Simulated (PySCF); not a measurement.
# H2O4Os (Os(O)3(H2O)): the cost of one run

The runs use PySCF 2.14.0; TPSS, Os def2-SVP with ECP60, O def2-SVP, H def2-SVP; scalar-relativistic core potentials, no spin–orbit coupling.

## Step 1: The system as given

7 atoms, charge 0, spin multiplicity 3.

Bond lengths: Os1–O2 1.761 Å, Os1–O3 1.719 Å, Os1–O4 1.761 Å, O5–H6 0.977 Å, O5–H7 0.977 Å. Angles: O2–Os1–O3 117.5°, O2–Os1–O4 111.3°, O3–Os1–O4 117.5°, H6–O5–H7 107.4°.

As a file:

```xyz
7

Os   -0.1168   -0.2248    0.2248
O     0.7213    1.1806    0.8759
O    -0.7741   -1.3482    1.3482
O     0.7213   -0.8759   -1.1806
O    -0.8555    1.3212   -1.3212
H    -1.3755    2.0579   -0.9439
H    -1.3755    0.9439   -2.0579
```

Formal oxidation states: Os +6. An earlier session relaxed this geometry at TPSS, Os def2-SVP with ECP60, O def2-SVP, H def2-SVP (triplet, point group Cs).

Its energy there is -392.592029 Eh.

## Step 2: Multiplicity 1 at the relaxed geometry

run.py (the lines that set the calculation) reads:

```python
mol = gto.M(atom='''
Os    -0.11679    -0.22475     0.22475
O      0.72133     1.18062     0.87588
O     -0.77408    -1.34822     1.34822
O      0.72133    -0.87588    -1.18062
O     -0.85552     1.32122    -1.32122
H     -1.37548     2.05786    -0.94386
H     -1.37548     0.94386    -2.05786''',
    basis={'Os': 'def2-SVP', 'O': 'def2-SVP', 'H': 'def2-SVP'},
    ecp={'Os': 'def2-SVP'},
    charge=0, spin=0)
mf = dft.RKS(mol, xc='TPSS')
mf.grids.atom_grid = (50, 194)
mf = mf.density_fit()  # fitting sets: Os def2-universal-JKFIT, O def2-universal-JKFIT, H def2-universal-JKFIT
mf.conv_tol = 1e-08; mf.max_cycle = 55
mf.kernel(dm0)  # dm0: free metal ions and neutral atoms
```

Run with:

```bash
$ OMP_NUM_THREADS=2 python run.py
```

**Question.** How long does this run take on 2 threads of Arm Neoverse V2, shared host?

About 3.2 s.
